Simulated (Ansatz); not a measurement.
# Si: the cost of one run

Program: Ansatz 0.2.0. Level of theory: DFT r2SCAN, scalar-relativistic, plane waves, PAW. These are calculated values, not measurements.

## (1) The system as given

It takes space group Fd-3m (No. 227, cubic). The conventional cell has a = 5.460 Å, b = 5.460 Å, c = 5.460 Å, α = 90.00°, β = 90.00°, γ = 90.00°. Si (site symmetry -43m) is surrounded by 4 Si at 2.36 Å.

As a file:

```
CELL_PARAMETERS angstrom
0.00000 2.73000 2.73000
2.73000 0.00000 2.73000
2.73000 2.73000 0.00000
ATOMIC_POSITIONS crystal
Si 0.00000 0.00000 0.00000
Si 0.25000 0.25000 0.25000
```

## (2) Relaxing cell and atoms: Si, no spin

input.yaml reads:

```yaml
crystal:
  lattice:
    - [0.0, 2.73, 2.73]
    - [2.73, 0.0, 2.73]
    - [2.73, 2.73, 0.0]
  atoms:
    - { symbol: Si, position: [0.0, 0.0, 0.0] }
    - { symbol: Si, position: [0.25, 0.25, 0.25] }
scf:
  occupations: { method: gaussian, width: 0.02 }
output:
  forces: true
  stress: true
  eigenvalues: true
kpoints:
  mp_grid: { grid: [18, 18, 18] }
hamiltonian:
  xc: r2scan
relax:
  f_tol: 0.005
  adjacent_minimum: "off"
  cell: { stress_tol: 0.02 }
```

On the command line:

```bash
$ ansatz run input.yaml --threads 4 --pin off --max-ram 12288MiB --backend cpu --events-out ev --progress --plain --runs-dir out
```

What time and memory should one allow on 4 threads of Arm Neoverse V1, shared host?

About 9.9 s, with a peak of 0.52 GiB.
